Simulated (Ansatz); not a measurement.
The same calculation of CaH as a Python script and as an input file (the Ansatz DFT code, driven from Python).

`cah.py`
```python
"""Minimum-energy structure of CaH."""

import ansatz as az
from ase import Atoms
import numpy as np


def main() -> None:
    atoms = Atoms(["Ca", "H"], positions=[
        [0.0, 0.0, 0.0],
        [0.0, 0.0, 1.91],
    ])
    system = az.Crystal.molecule_from_ase(atoms)

    calculation = system.calculation()
    calculation = calculation.basis(gaussian="def2-TZVP")
    calculation = calculation.functional("pbe").spin("collinear", total=1)
    symbols = [site.symbol for site in system.cartesian_sites]
    start = np.array([site.position_ang for site in system.cartesian_sites], dtype=float)
    def progress(event):
        if event["event"] == "relax_step":
            row = event["data"]
            print(f"step {row['step']:3d}  E = {row['lagrangian_ev']:.6f} eV  max force {row['allowed_force_max_ev_ang']:.4f} eV/A")


    data = calculation.relax(force_tolerance=0.02).session().plan().execute(on_event=progress).report
    end = np.array(data["positions_ang"])

    for key in ("converged", "free_energy_ev", "reference_energy_ev", "n_frozen", "n_occupied", "n_virtual"):
        print(f"{key:22s} {data[key]}")

    print("bond        before    after (A)")
    for i, j in [(0, 1)]:
        d0, d1 = (np.linalg.norm(xyz[i] - xyz[j]) for xyz in (start, end))
        print(f"{symbols[i]}{i}-{symbols[j]}{j}".ljust(10), f"{d0:8.4f} {d1:8.4f}")


if __name__ == "__main__":
    main()
```

`python cah.py` gives:
```text
step   1  E = -18446.564890 eV  max force 0.5112 eV/A
step   2  E = -18446.565254 eV  max force 0.4268 eV/A
step   3  E = -18446.583548 eV  max force 0.0035 eV/A
converged              True
free_energy_ev         -18446.583588124173
reference_energy_ev    -18446.583588124173
n_frozen               0
n_occupied             [11, 10]
n_virtual              [31, 32]
bond        before    after (A)
Ca0-H1       1.9100   1.9866
```

`input.yaml`:
```yaml
crystal:
  periodic: [false, false, false]
  atoms:
    - { symbol: Ca, position_ang: [0.0, 0.0, 0.0] }
    - { symbol: H, position_ang: [0.0, 0.0, 1.91] }
basis:
  gaussian:
    orbitals: def2-TZVP
hamiltonian:
  xc: pbe
magnetization:
  spin_polarized: true
  initial_magnetization: 1.0
relax:
  f_tol: 0.02
```

What to keep in mind:
- Total energies depend on the basis set; only differences at equal settings carry meaning.
- The end point is the stationary point reached from this start; no frequency run checks that it is a minimum, and the basis set is modest.
- The species is open-shell (spin multiplicity 2).
- Finished in 8.1 s on 1 thread of Arm Neoverse V1, on a shared host, peak memory 0.18 GiB.

(Lines on the test bed's own set-up are left out of the output.)
